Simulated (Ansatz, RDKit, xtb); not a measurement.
**CH11GeNSi2: ranking a sample of isomers**

Which of a sample of isomers of CH11GeNSi2 is the most stable in the gas at 298.15 K, and what are its properties? The sample is small against all isomers, and the most stable one of this formula need not be in it.

The funnel: GFN2-xTB relaxations, single points with a density functional, relaxations at B3LYP/def2-SVP, harmonic vibrations (at GFN2-xTB), and a last energy at a higher level. All values are calculated.

**1. Drawing up candidates**

Isomers were taken from a list of plausible structures; this is a sample, not all of them. That gives 4 candidates.

```
label                    SMILES     spin
 c039   C[Si@@H]([GeH3])N[SiH3]  singlet
 c377  C[SiH2][N]([SiH3])[GeH3]  singlet
 c514    CN([SiH3])[SiH2][GeH3]  singlet
 c888      C[SiH2]N[SiH2][GeH3]  singlet
```

Candidates are built by distance geometry, with a force field where one applies, in up to four conformers (letters a to d).

Q: Predict the outcome of this search (final energies at CCSD(T)/def2-SVP + MP2/def2-TZVPP - MP2/def2-SVP).

| quantity | value |
| --- | --- |
| lowest structure found | C[SiH2][N]([SiH3])[GeH3], singlet |
| next finalist | C[SiH2]N[SiH2][GeH3], singlet, 2.5 kcal/mol higher in G |
| share at equilibrium, among the finalists | 97.5 % |

`C[SiH2][N]([SiH3])[GeH3]` comes out lowest. The margin, 2.5 kcal/mol, is modest. With 5 minima in the window unscreened, the next finalist need not be the second lowest, and margin and share hold for the finalists alone. HF/STO-3G, HF/def2-SVP and MP2/def2-SVP already put its bonding pattern lowest among the structures in one piece; GFN2-xTB favours the singlet CN([SiH3])[SiH2][GeH3]; r2SCAN-D4/def2-SVP and B3LYP/def2-SVP favour the singlet C[SiH2]N[SiH2][GeH3]. 5 minima inside the window were never screened. The search is not exhaustive (a finite list of starts, one conformer a finalist), so a lower isomer can't be ruled out. Only 4 drawn patterns were tried, so whole families of isomers are missing, and the result ranks only the part of this sample that was screened.
